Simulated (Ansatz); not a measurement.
# Fe2As: the cost of one run

Method: DFT LDA, scalar-relativistic, plane waves, PAW, in Ansatz 0.2.0.

### 1 The system as given

The structure is tetragonal, space group P4/nmm (No. 129). The conventional cell has a = 3.498 Å, b = 3.498 Å, c = 5.755 Å, α = 90.00°, β = 90.00°, γ = 90.00°. Fe (site symmetry -4m2) has 4 As at 2.35 Å and 8 Fe at 2.47 to 2.58 Å as nearest neighbours. Around Fe (site symmetry 4mm) lie 5 As at 2.29 to 2.50 Å and 4 Fe at 2.58 Å. As (site symmetry 4mm) is surrounded by 9 Fe at 2.29 to 2.50 Å.

Coordinates:

```cif
data_structure
_symmetry_space_group_name_H-M 'P4/nmm:1'
_symmetry_Int_Tables_number 129
_cell_length_a 3.4981
_cell_length_b 3.4981
_cell_length_c 5.7547
_cell_angle_alpha 90.000
_cell_angle_beta 90.000
_cell_angle_gamma 90.000
_cell_volume 70.42
loop_
_atom_site_label
_atom_site_type_symbol
_atom_site_symmetry_multiplicity
_atom_site_Wyckoff_symbol
_atom_site_fract_x
_atom_site_fract_y
_atom_site_fract_z
_atom_site_occupancy
Fe1 Fe 2 a 0.00000 0.00000 0.00000 1
Fe2 Fe 2 c 0.00000 0.50000 0.32995 1
As1 As 2 c 0.00000 0.50000 0.72854 1
```

An earlier run at LDA left this cell at 11.736 Å³/atom and 0.00 GPa (12×12×8 mesh).

### 2 Antiferromagnetic, in the cell as typed

input.yaml

```yaml
crystal:
  lattice:
    - [3.4980654023, 0.0, 0.0]
    - [0.0, 3.4980654023, 0.0]
    - [0.0, 0.0, 5.7546798344]
  atoms:
    - { symbol: Fe, position: [0.0, 0.0, 0.0], spin: 2.5 }
    - { symbol: Fe, position: [0.5, 0.5, 0.0], spin: 2.5 }
    - { symbol: Fe, position: [0.0, 0.5, 0.3299469709], spin: -2.5 }
    - { symbol: Fe, position: [0.5, 0.0, 0.6700530291], spin: -2.5 }
    - { symbol: As, position: [0.0, 0.5, 0.7285406412] }
    - { symbol: As, position: [0.5, 0.0, 0.2714593588] }
basis:
  ecutwfc: 420
  ecutrho_ratio: 4
kpoints:
  mp_grid: { grid: [12, 12, 8] }
hamiltonian:
  xc: lda
scf:
  occupations: { method: gaussian, width: 0.05 }
  lower_state_search: "off"
output:
  forces: true
  stress: true
  eigenvalues: true
  populations: true
magnetization:
  spin_polarized: true
```

Run with:

```
$ ansatz run input.yaml --threads 2 --pin off --max-ram 5120MiB --backend cpu --events-out ev --progress --plain --runs-dir out
```

**Question.** How long does this run take on 2 threads of Intel Xeon 6975P-C (Granite Rapids), shared host, and how much memory does it need?

About 3.3 min, with a peak of 3.8 GiB.
